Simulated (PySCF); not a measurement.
# A diatomic session: CBr−

Aim: find the lowest electronic state of CBr−, scan its bond at several levels of theory, and get bond length, wavenumber and dissociation energy from each curve.

The runs use PySCF 2.14.0; C aug-cc-pVDZ-DK, Br aug-cc-pVDZ-DK, spin-free X2C with a Gaussian nucleus.

## (1) Set-up

A driver script around PySCF takes these settings:

```
atoms                         : C, Br
charge                        : -1
basis                         : C aug-cc-pVDZ-DK, Br aug-cc-pVDZ-DK
Hamiltonian                   : spin-free X2C with a Gaussian nucleus
basis functions               : 59
electrons treated             : 42
masses in u                   : 12.0000, 78.9183
levels                        : PBE0, PBE, r²SCAN, M06-2X, TPSSh, BP86, ωB97X, HF, MP2, SCS-MP2
grid                          : 80 radial by 434 angular points
occupations                   : held fixed by the projection of orbital angular momentum
dissociation limit            : C + Br−, each in its ground configuration
starting distance in angstrom : 1.925
values of 2S to try           : 0, 2
```

The run is started by

```
OMP_NUM_THREADS=1 python dia.py task.json out
```

Further steps of the session: The PBE0 curve of the state that the search chose; Higher solutions at PBE0; PBE; r²SCAN (meta-GGA); M06-2X (hybrid meta-GGA); TPSSh; BP86 (GGA); ωB97X (range-separated hybrid); UHF.

What does the calculation give? Wanted: for each run, Re; ωe; De; μ.

As calculated:

Lowest PBE0 solution found, without spin–orbit coupling: ³Σ⁻ (triplet), unpaired electrons π ↑↑. State 2 has its PBE0 minimum 0.37 eV higher, as a spin-mixed determinant (⟨S²⟩ = 1.01), so this is no gap between pure states. State 3 has its PBE0 minimum 1.52 eV higher. The other levels ran on the lowest alone.

| level | Re (Å) | ωe (cm⁻¹) | De (eV) | μ (D) |
| --- | --- | --- | --- | --- |
| UHF | 2.268 | 244.5 | 0.56 | 2.87 |
| UHF-MP2 | 2.075 | 412 | 1.32 | n/a |
| UHF-SCS-MP2 | 2.099 | 385 | 1.14 | n/a |
| PBE | 2.053 | 436 | 2.05 | 4.79 |
| BP86 | 2.067 | 425 | 1.97 | 4.76 |
| r²SCAN | 2.073 | 416 | 1.85 | 4.54 |
| TPSSh | 2.080 | 408 | 1.76 | 4.46 |
| PBE0 | 2.047 | 436 | 1.78 | 4.55 |
| M06-2X | 2.082 | 421 | 1.62 | 4.24 |
| ωB97X | 2.042 | 430 | 1.53 | 4.56 |

De is counted to C + Br− in their ground configurations. A positive dipole points from C to Br; in an ion it is taken about the centre of mass and does not tell which atom is negative.

What this shows: Bond lengths run from 2.042 Å (ωB97X) to 2.268 Å (UHF). Among the levels with a De in the table, it runs from 0.56 eV (UHF) to 2.05 eV (PBE).

Correlated steps freeze 10 core orbitals. With some functionals the highest level of the anion is positive, from self-interaction error or because the anion is truly unbound there; the finite basis then holds the extra electron, and no neutral molecule was run to test the binding.
